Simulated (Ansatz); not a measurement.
AlCu, space group Pm-3m, a relaxation followed by a look at the electronic structure

Computed with the Python package of Ansatz (0.2.0).

At the Python prompt:
```pycon
>>> import ansatz as az
>>> import numpy as np
>>> def count_gap(report):
...     # lowest empty less highest filled band, counting bands; zero where they overlap
...     return max(report.get("gap_by_band_count_ev") or 0.0, 0.0)
...
>>> def with_settings(crystal, spacing):
...     return (
...         crystal.calculation()
...         .basis(34 * az.Ry)
...         .occupations(az.OccupationsMethod.FERMI_DIRAC, width=0.1)
...         .pseudopotentials("paw")
...         .functional("pbesol")
...         .kpoints(spacing=spacing)
...     )
...
>>> vectors = np.array([
...     [2.997509, 0.0, 0.0],
...     [0.0, 2.997509, 0.0],
...     [0.0, 0.0, 2.997509],
... ])
>>> cell = (
...     az.Lattice.of(vectors)
...     .atom("Al", (0.0, 0.0, 0.0))
...     .atom("Cu", (0.5, 0.5, 0.5))
... )
>>> [site.symbol for site in cell.resolved().sites]
['Al', 'Cu']
>>> relaxed = with_settings(cell, 0.34).relax(cell=True, force_tolerance=0.01, max_steps=40).checkpoint(write="relax.run", compress=False).run()
>>> cell = np.asarray(relaxed.lattice.cell_ang)
>>> print("relaxed edges (A):", np.linalg.norm(cell, axis=1).round(4), " volume:", round(abs(np.linalg.det(cell)), 3), "A^3")
relaxed edges (A): [2.9602 2.9602 2.9602]  volume: 25.939 A^3
>>> for site in relaxed.lattice.sites:
...     print(" ", site.symbol, np.round(site.position_frac, 4) + 0.0)
...
  Al [0. 0. 0.]
  Cu [0.5 0.5 0.5]
>>> final = az.Crystal.from_checkpoint("relax.run")
DeckWarning: crystal.checkpoint: the structure is that of relax.run, a `relax` run, at its step 4: its result, under pbesol at a charge of 0 e; 2 atoms read, 0 with a starting moment [...]
>>> res = with_settings(final, 0.26).functional("lda").stress().band_table().density_of_states(energy_step=0.05).run()
>>> r = res.report
>>> r["mixing_algorithm"], r["preconditioner"], r["eigensolver"]
('MSR1', 'none', 'band_cg')
>>> dos = res.density_of_states()
>>> print(f"pressure at the relaxed cell {np.trace(r['stress_gpa']) / 3:.3f} GPa, gap by band count {count_gap(r):.3f} eV")
pressure at the relaxed cell -4.510 GPa, gap by band count 0.000 eV
>>> if count_gap(r) == 0:
...     print("states/eV at the Fermi level:", round(float(np.interp(dos.fermi_ev, dos.energies_ev, dos.spin_summed_g_bin_mean_per_ev)), 3))
...
states/eV at the Fermi level: 0.44
```

For a metal this k-point mesh is coarse: on a finer one energies can move by several to tens of meV an atom and pressures by half a GPa or more, differences at one mesh by less. An absolute Fermi energy rests on an arbitrary zero of the periodic potential and has no direct meaning. A gap by band count of zero or less means overlapping bands, a metal. The structure comes from a database of computed cells and needn't be a stable or known phase. Gaps and levels are Kohn-Sham values on a finite set of k-points. Warnings are shown shortened and without file and line. Where the second run takes another functional or mesh than the relaxation, its pressure isn't zero; pressure is positive in compression. The computed bands are complete only to about 2.9 eV above the Fermi level; beyond that the density of states is undercounted. Timing: 5 s on 1 thread of AMD EPYC 7R43 64-Core Processor (Zen 3) (shared host), peak memory 0.4 GiB.
